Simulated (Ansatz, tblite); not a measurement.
# 2x2x6 CaO rock-salt block (Ca12O12): a ladder of methods and basis sets

One table from this session's results is given with a row withheld; the runs are named, their logs left out.

The runs use Ansatz 0.2.0, Gaussian basis; as each input shows.

The runs, in order: GFN1-xTB, GFN2-xTB, PBE-D4/def2-TZVP, r2SCAN-D4/def2-TZVP, r2SCANh-D4/def2-TZVP, PBE-D4/def2-SVP, PBE0-D4/def2-SVP, HF/STO-3G, MP2/def2-SVP.

1 further run of the same task is left out (set aside as unsound or not needed).

## The structure

The singlet was relaxed beforehand with PBE-D4/def2-SVP.

24 atoms, charge 0, spin multiplicity 1.

Bond lengths: Ca1–O13 2.214 Å, Ca1–O16 2.152 Å, Ca1–O19 2.152 Å, Ca2–O13 2.271 Å, Ca2–O14 2.263 Å, Ca2–O17 2.281 Å, Ca2–O20 2.281 Å, Ca3–O14 2.264 Å, Ca3–O15 2.224 Å, Ca3–O18 2.309 Å, Ca3–O21 2.309 Å, Ca4–O13 2.309 Å, Ca4–O16 2.224 Å, Ca4–O17 2.263 Å, Ca4–O22 2.309 Å, Ca5–O14 2.281 Å, Ca5–O17 2.262 Å, Ca5–O18 2.271 Å and more. Angles: O13–Ca1–O16 90.3°, O13–Ca1–O19 90.3°, O16–Ca1–O19 87.2°, O13–Ca2–O14 177.0°, O13–Ca2–O17 89.3°, O13–Ca2–O20 89.3°, O14–Ca2–O17 88.5°, O14–Ca2–O20 88.5°, O17–Ca2–O20 87.6°, O14–Ca3–O15 172.9°, O14–Ca3–O18 88.8°, O14–Ca3–O21 88.8°, O15–Ca3–O18 86.1°, O15–Ca3–O21 86.1°, O18–Ca3–O21 87.4°, O13–Ca4–O16 86.1°, O13–Ca4–O17 88.8°, O13–Ca4–O22 87.3° and more.

PBE0-D4/def2-TZVP was run before; its log isn't repeated, and its numbers join the tables.

The first run:

Tight binding, by tblite at 300 K electronic temperature and without a spin-polarisation term:

```python
tblite.interface.Calculator('GFN1-xTB', numbers, positions, charge=0, uhf=0).singlepoint()
```

Tight binding, by tblite at 300 K electronic temperature and without a spin-polarisation term:

```python
tblite.interface.Calculator('GFN2-xTB', numbers, positions, charge=0, uhf=0).singlepoint()
```

start.molden holds the orbitals of an earlier run on this state, given as this run's starting guess.

Input file in.yaml:

```yaml
crystal:
  periodic: [false, false, false]
  atoms:
    - {symbol: Ca, position_ang: [-1.101147, -1.099442, -5.619775]}
    - {symbol: Ca, position_ang: [-1.165395, -1.162902, -1.135529]}
    - {symbol: Ca, position_ang: [-1.182687, -1.179632, 3.387819]}
    - {symbol: Ca, position_ang: [-1.178587, 1.182245, -3.387932]}
    - {symbol: Ca, position_ang: [-1.163398, 1.164802, 1.134881]}
    - {symbol: Ca, position_ang: [-1.101038, 1.102651, 5.619000]}
    - {symbol: Ca, position_ang: [1.180042, -1.181677, -3.387639]}
    - {symbol: Ca, position_ang: [1.162035, -1.165936, 1.135171]}
    - {symbol: Ca, position_ang: [1.099428, -1.102685, 5.619360]}
    - {symbol: Ca, position_ang: [1.104178, 1.101021, -5.618587]}
    - {symbol: Ca, position_ang: [1.165354, 1.162548, -1.134528]}
    - {symbol: Ca, position_ang: [1.181254, 1.179002, 3.387759]}
    - {symbol: O, position_ang: [-1.127760, -1.125784, -3.406193]}
    - {symbol: O, position_ang: [-1.117885, -1.115379, 1.126071]}
    - {symbol: O, position_ang: [-1.051758, -1.048681, 5.604504]}
    - {symbol: O, position_ang: [-1.047166, 1.051729, -5.604601]}
    - {symbol: O, position_ang: [-1.114946, 1.117033, -1.126425]}
    - {symbol: O, position_ang: [-1.126874, 1.128160, 3.405476]}
    - {symbol: O, position_ang: [1.050159, -1.050172, -5.604336]}
    - {symbol: O, position_ang: [1.114790, -1.117487, -1.126141]}
    - {symbol: O, position_ang: [1.125329, -1.128859, 3.405799]}
    - {symbol: O, position_ang: [1.129261, 1.126412, -3.405072]}
    - {symbol: O, position_ang: [1.116656, 1.114399, 1.126504]}
    - {symbol: O, position_ang: [1.050155, 1.048645, 5.604434]}
basis:
  gaussian: {orbitals: def2-TZVP, fitting: {mean_field: def2-universal-jkfit}, initial_orbitals: start.molden}
hamiltonian: {xc: pbe, dispersion: d4}
scf: {omitted_lower_state_checks: [starts]}
output: {forces: true, orbitals: {seedname: orbitals}}
```

On the command line:

```bash
$ ansatz run in.yaml --threads 4 --pin off --events-out ev --progress --plain --max-ram 46080MiB --backend cuda --devices 0, --max-vram 37GiB
```

Steps of the session up to this table: PBE-D4/def2-TZVP; r2SCAN-D4/def2-TZVP; r2SCANh-D4/def2-TZVP; PBE-D4/def2-SVP; PBE0-D4/def2-SVP; HF/STO-3G; MP2/def2-SVP.

One of the session's tables, all rows but one given; the rest of the session is left out.

It belongs to the step «Binding energy». 

| level | binding an atom (eV) |
| --- | --- |
| HF/STO-3G | 0.793 |
| HF/def2-SVP | 3.042 |
| PBE-D4/def2-SVP | 5.016 |
| PBE-D4/def2-TZVP | 4.828 |
| r2SCAN-D4/def2-TZVP | 4.854 |
| r2SCANh-D4/def2-TZVP | ? |
| PBE0-D4/def2-SVP | 4.727 |
| PBE0-D4/def2-TZVP | 4.555 |
| MP2/def2-SVP | 4.546 |

Estimate the missing values for r2SCANh-D4/def2-TZVP.

The run gave: binding an atom (eV): 4.733. In the column «binding an atom (eV)» it lies between PBE0-D4/def2-SVP (4.727) and PBE-D4/def2-TZVP (4.828).

Caveats from the session: Free atoms were run apart at each level; binding is atoms less cluster, divided by the number of atoms, without zero-point or spin-orbit terms.
